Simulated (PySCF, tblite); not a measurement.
# C₅H₆Cl₂F₂Si: geometry, infrared bands and NMR shifts

Wanted: the infrared bands and NMR shifts of C₅H₆Cl₂F₂Si (`FC(F)[Si@H](Cl)C1=C(Cl)CC1`), by calculation.

Programs: tblite 0.8.0 and PySCF 2.14.0, with density-fitted response routines of our own. Each step states its level of theory. These are calculated values for one molecule in the gas phase, unless marked as measured. Atoms count from 0, in the outputs and in this text.

## (1) The starting structure

16 atoms, charge 0, multiplicity 1; geometry from: force field or distance geometry start.

Bonds of the start (Å): F0–C1 1.35, C1–F2 1.38, C1–Si3 1.83, Si3–Cl4 2.08, Si3–C5 1.89, C5–C6 1.34, C6–Cl7 1.76, C6–C8 1.51, C8–C9 1.54, C9–C5 1.52, C1–H10 1.10, Si3–H11 1.48, C8–H12 1.11, C8–H13 1.10, C9–H14 1.11, C9–H15 1.10.

## (2) Relaxing the molecule with GFN2-xTB

Job settings and geometry (Å):

```
{"job": {"kind": "relax", "xc": "GFN2-xTB", "basis": "xTB"}, "charge": 0, "multiplicity": 1}
F      2.191500    -0.493800    -2.119600
C      2.342000    -0.993100    -0.873800
F      3.701800    -1.033400    -0.648200
Si     1.523900     0.085800     0.363800
Cl     1.690700    -0.701100     2.276900
C     -0.358100     0.216800     0.208300
C     -1.309100    -0.558900    -0.333400
Cl    -1.281500    -2.114500    -1.166800
C     -2.425700     0.380700     0.054500
C     -1.340200     1.272000     0.675200
H      1.979200    -2.029500    -0.866800
H      2.088700     1.451000     0.442800
H     -3.165500    -0.000200     0.784000
H     -2.970400     0.846000    -0.780100
H     -1.244900     2.268600     0.205300
H     -1.430200     1.412800     1.766400
```

Run with:

```sh
> OMP_NUM_THREADS=1 python probes_run.py task.json out
```

The driver reads the jobs from task.json and runs them one after another.

**Question.** This job is followed by: GFN2-xTB harmonic vibrations, gas phase; GIAO PBE0/pcSseg-1 NMR shielding, non-relativistic, gas phase. What will the session give for the following? strongest single infrared mode (GFN2-xTB); zero-point energy (GFN2-xTB); ¹³C shifts against TMS (PBE0/pcSseg-1); ¹H shifts against TMS (PBE0/pcSseg-1); ¹⁹F shifts against CFCl3 (PBE0/pcSseg-1); ²⁹Si shifts against TMS (PBE0/pcSseg-1); ³⁵Cl shifts against HCl (PBE0/pcSseg-1).

The runs gave:

| quantity | value |
| --- | --- |
| strongest single infrared mode (GFN2-xTB) | 623 cm⁻¹, 385 km/mol |
| zero-point energy (GFN2-xTB) | 61.6 kcal/mol |
| ¹³C shifts against TMS (PBE0/pcSseg-1) | 161.9, 146.3, 126.4, 42.6, 28.2 ppm |
| ¹H shifts against TMS (PBE0/pcSseg-1) | 6.71, 4.99, 3.03, 2.97, 2.53, 2.41 ppm |
| ¹⁹F shifts against CFCl3 (PBE0/pcSseg-1) | -152.9, -156.8 ppm |
| ²⁹Si shifts against TMS (PBE0/pcSseg-1) | -30.0 ppm |
| ³⁵Cl shifts against HCl (PBE0/pcSseg-1) | 284, -34 ppm |

What this shows: Over 85 steps the energy fell by 0.367 eV; of the close pairs, C1–Si3 changed most, 1.834 to 1.944 Å. All 42 modes are real, so the xTB geometry is a minimum. The strongest single mode, at 623 cm⁻¹, moves mainly H11. Unscaled tight-binding wavenumbers are off by several per cent, some by more. Its intensities can rank the bands wrongly. The most deshielded hydrogen is H10 (hydrogen on an sp3 CH bonded to 2 F and Si), at 6.71 ppm: its carbon carries F, which withdraws density. At PBE0/pcSseg-1: Shielding is most anisotropic at Cl7 (span 523 ppm, paramagnetic term -483 ppm).
